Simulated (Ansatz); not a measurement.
The system is Ba2Tl5V3O12.

```
Ba V Tl O
1.0
     6.54548    0.00000    0.00000
     0.00000    6.54548    0.00000
     0.00000    0.00000   13.57484
Ba V Tl O
2 3 5 12
Cartesian
  3.2727 0.0000 7.6456
  0.0000 3.2727 5.9292
  0.0000 0.0000 6.7874
  0.0000 0.0000 0.0000
  3.2727 3.2727 6.7874
  3.2727 0.0000 0.4045
  0.0000 3.2727 9.3449
  0.0000 3.2727 13.1703
  3.2727 0.0000 4.2299
  3.2727 3.2727 0.0000
  5.3426 5.8159 5.7872
  5.8159 1.2029 7.7876
  0.7296 5.3426 7.7876
  1.2029 0.7296 5.7872
  5.3854 5.6192 12.6653
  5.6192 1.1601 0.9095
  0.9263 5.3854 0.9095
  1.1601 0.9263 12.6653
  4.4721 4.0001 7.7933
  4.0001 2.0734 5.7815
  2.5453 4.4721 5.7815
  2.0734 2.5453 7.7933
```

The cell was built by a generator and needn't be a form met in nature.

| Item | Value |
| --- | --- |
| Program | Ansatz 0.2.0 |
| Task | relaxation of cell and atoms |
| Functional | PBE |
| Dispersion | D3(BJ) |
| Potentials or basis | Ansatz PAW |
| Cutoff | 420 eV (not typed: the program's choice for these potentials) |
| k mesh | 3 × 3 × 2 |
| Occupations | fermi-dirac, width 0.05 eV |
| Spin | collinear spin, ferromagnetic start |
| Starting moments | [0.0, 0.0, 2.0, 2.0, 2.0, 0.0, 0.0, 0.0, 0.0, 0.0, 0.0, 0.0, 0.0, 0.0, 0.0, 0.0, 0.0, 0.0, 0.0, 0.0, 0.0, 0.0] μB |

At the start: volume 26.44 Å³/atom.

Question: How do energy, volume and symmetry change on relaxing?

Answer: It ends after 19 steps and the volume is 21.11 Å³/atom (-20.2 %); space group P-4 (No. 81, to 0.05 Å); moment 0.00 μB per cell.

The path:
| step | energy change (eV) | largest force (eV/Å) | volume (Å³) |
| --- | --- | --- | --- |
| 1 | 0.0000 | 0.0224 | 581.59 |
| 2 | -0.0950 | 0.4040 | 542.63 |
| 3 | -0.1657 | 0.2170 | 540.51 |
| 4 | -0.2326 | 0.1568 | 527.02 |
| 5 | -0.3214 | 0.1318 | 507.69 |
| 6 | -0.3832 | 0.0858 | 496.44 |
| 7 | -0.4363 | 0.0863 | 487.07 |
| 8 | -0.4744 | 0.0991 | 479.88 |
| 9 | -0.4901 | 0.0226 | 475.55 |
| 10 | -0.4900 | 0.0561 | 475.65 |
| 11 | -0.4911 | 0.0408 | 475.11 |
| 12 | -0.4912 | 0.0036 | 475.42 |
| 13 | -0.4355 | 0.0039 | 475.42 |
| 14 | -0.4581 | 0.0232 | 467.62 |
| 15 | -0.4598 | 0.0172 | 466.93 |
| 16 | -0.4608 | 0.0073 | 466.56 |
| 17 | -0.4451 | 0.0073 | 466.56 |
| 18 | -0.4502 | 0.0011 | 464.32 |
| 19 | -0.4464 | 0.0011 | 464.32 |

Final structure:
```
Ba V Tl O
1.0
     6.51278    0.00000    0.00000
     0.00000    6.51278    0.00000
     0.00000    0.00000   10.94678
Ba V Tl O
2 3 5 12
Direct
  0.50000 0.00000 0.57605
  0.00000 0.50000 0.42395
  0.00000 0.00000 0.50000
  0.00000 0.00000 0.00000
  0.50000 0.50000 0.50000
  0.50000 0.00000 0.94987
  0.00000 0.50000 0.73200
  0.00000 0.50000 0.05013
  0.50000 0.00000 0.26800
  0.50000 0.50000 0.00000
  0.81794 0.88379 0.40890
  0.88379 0.18206 0.59110
  0.11621 0.81794 0.59110
  0.18206 0.11621 0.40890
  0.85753 0.82075 0.91858
  0.82075 0.14247 0.08142
  0.17925 0.85753 0.08142
  0.14247 0.17925 0.91858
  0.68117 0.61385 0.59270
  0.61385 0.31883 0.40730
  0.38615 0.68117 0.40730
  0.31883 0.38615 0.59270
```

Caveat: the volume moved by over 15 % at a fixed basis, so the end points are rough; the plane-wave basis is chosen anew once the cell has moved, so the energies of steps on either side of that aren't comparable; the pressure holds a Pulay correction of +0.3 GPa for the finite cutoff; the starting moments weren't kept.
